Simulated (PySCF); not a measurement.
# GeO at other levels of theory

Aim: see what other levels and later steps give for GeO.

The runs use PySCF 2.14.0; each script names its method and basis.

1 further run of the same task is left out (it didn't finish).

**1. Where the work starts**

GeO: 2 atoms, charge 0, spin multiplicity 1.

Bond lengths: Ge1–O2 1.672 Å.

**2. The base run**

Contents of input.py:

```python
from pyscf import gto, scf

mol = gto.M(
    atom='Ge 0 0 0; O 0 0 1.672',
    basis='jorge-dzp',
    charge=0,
    spin=0,
    symmetry=True,
    verbose=4,
)
mf = scf.UHF(mol)
mf.kernel()
mf.dip_moment()
print('orbital energies (hartree):', [e[max(0, n-3):n+3].round(4) for e, n in zip(mf.mo_energy, mol.nelec)])
```

Launch:

```bash
$ OMP_NUM_THREADS=1 python input.py
```

**3. TDHF**

Variant 1 changes step after the SCF: none → tddft; number of roots: none → 4.

input.py: that of step 2 with these lines changed.

```diff
@@ -1,2 +1,2 @@
-from pyscf import gto, scf
+from pyscf import gto, scf, tdscf
 
@@ -12,2 +12,6 @@
 mf.kernel()
+td = tdscf.TDHF(mf)
+td.nstates = 4
+td.kernel()
+td.analyze()
 mf.dip_moment()
```

**4. M06 (UKS)**

Variant 2 changes functional: none (Hartree–Fock) → m06; SCF type: UHF → UKS; step after the SCF: none → analyze.

Contents of input.py:

```python
from pyscf import gto, dft

mol = gto.M(
    atom='Ge 0 0 0; O 0 0 1.672',
    basis='jorge-dzp',
    charge=0,
    spin=0,
    symmetry=True,
    verbose=4,
)
mf = dft.UKS(mol, xc='m06')
mf.kernel()
mf.analyze()
print('orbital energies (hartree):', [e[max(0, n-3):n+3].round(4) for e, n in zip(mf.mo_energy, mol.nelec)])
```

**5. Bp86 (UKS)**

Variant 3 changes functional: none (Hartree–Fock) → bp86; SCF type: UHF → UKS; step after the SCF: none → analyze.

Contents of input.py:

```python
from pyscf import gto, dft

mol = gto.M(
    atom='Ge 0 0 0; O 0 0 1.672',
    basis='jorge-dzp',
    charge=0,
    spin=0,
    symmetry=True,
    verbose=4,
)
mf = dft.UKS(mol, xc='bp86')
mf.kernel()
mf.analyze()
print('orbital energies (hartree):', [e[max(0, n-3):n+3].round(4) for e, n in zip(mf.mo_energy, mol.nelec)])
```

**6. Lda,vwn (UKS)**

Variant 4 changes functional: none (Hartree–Fock) → lda,vwn; SCF type: UHF → UKS; step after the SCF: none → analyze.

Contents of input.py:

```python
from pyscf import gto, dft

mol = gto.M(
    atom='Ge 0 0 0; O 0 0 1.672',
    basis='jorge-dzp',
    charge=0,
    spin=0,
    symmetry=True,
    verbose=4,
)
mf = dft.UKS(mol, xc='lda,vwn')
mf.kernel()
mf.analyze()
print('orbital energies (hartree):', [e[max(0, n-3):n+3].round(4) for e, n in zip(mf.mo_energy, mol.nelec)])
```

**7. RHF**

Variant 5 changes SCF type: UHF → RHF.

Contents of input.py:

```python
from pyscf import gto, scf

mol = gto.M(
    atom='Ge 0 0 0; O 0 0 1.672',
    basis='jorge-dzp',
    charge=0,
    spin=0,
    symmetry=True,
    verbose=4,
)
mf = scf.RHF(mol)
mf.kernel()
mf.dip_moment()
print('orbital energies (hartree):', mf.mo_energy[..., max(0, mol.nelec[1]-3):mol.nelec[0]+3].round(4))
```

Before running it: what results should come out? Wanted: for each run, E(SCF); from base; gap; SCF dipole; after the SCF.

The runs gave:

| run | E(SCF) (hartree) | from base (eV) | cycles | gap (eV) | SCF dipole (D) | after the SCF |
| --- | --- | --- | --- | --- | --- | --- |
| base | -2150.148708 | 0 | 11 | 12.45 | 4.56 | n/a |
| TDHF | -2150.148708 | 0.0000 | 11 | 12.45 | 4.56 | lowest root found 3.17 eV |
| m06 (UKS) | -2152.078283 | not comparable | 11 | 6.23 | 3.62 | n/a |
| bp86 (UKS) | -2152.444231 | not comparable | 13 | 4.23 | 3.06 | n/a |
| lda,vwn (UKS) | -2148.506633 | not comparable | 13 | 4.20 | 3.08 | n/a |
| RHF | -2150.148708 | 0.0000 | 11 | 12.45 | 4.56 | n/a |

**Reading.** No change of the SCF energy comes from RHF. The gap between the frontier levels is 4.2 eV with lda,vwn (0 % exact exchange) and 6.2 eV with m06 (27 %): exact exchange opens it. A lower total energy from another functional means nothing by itself. The dearest run is “TDHF”, at 21 s against 2.6 s.
